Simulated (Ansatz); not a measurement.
Runs of Ansatz 0.2.0 on NbTe. The structure is hexagonal, space group P-6m2 (No. 187). The conventional cell has a = 3.703 Å, b = 3.703 Å, c = 3.694 Å, α = 90.00°, β = 90.00°, γ = 120.00°. Around Te (site symmetry -6m2) lie 6 Nb at 2.83 Å. Around Nb (site symmetry -6m2) lie 6 Te at 2.83 Å. The cell comes from a database or a generator and needn't be the stable form of this composition.

```tsv
task	level	spin	cell	k mesh	points for each segment of the path	gap on the mesh (eV)	pressure (GPa)
relaxation of cell and atoms	PBEsol	off	relaxed	8 × 8 × 7	-	none	0.0
band structure	revPBE	off	as given	8 × 8 × 7	14	none	0.9
band structure	RPBE	off	as given	8 × 8 × 7	14	none	1.5
band structure	LDA	off	as given	8 × 8 × 7	14	none	(a)
band structure	LDA	SOC, no magnetisation	as given	6 × 6 × 5	14	none	-7.4
```

Alike in all rows: potentials or basis Ansatz PAW; cutoff (eV) 420; smearing fermi-dirac 0.05 eV.

Task: Fill in the values left out.

Result: (a) -7.5.

Caveats: the PAW data sets come from PBE, with cores solved anew for the run's functional, which leaves a small shift of forces and pressure; spin-orbit coupling is left out, which moves the levels of the heavy elements (some runs); the plane-wave basis is chosen anew once the cell has moved, so the energies of steps on either side of that aren't comparable (some runs).

A k mesh can miss the band edges, and rows without SOC leave out spin-orbit coupling on Nb, Te.

A gap of «none» marks a metal or a gap under the smearing width.

Runs at the PBE level aren't shown here.
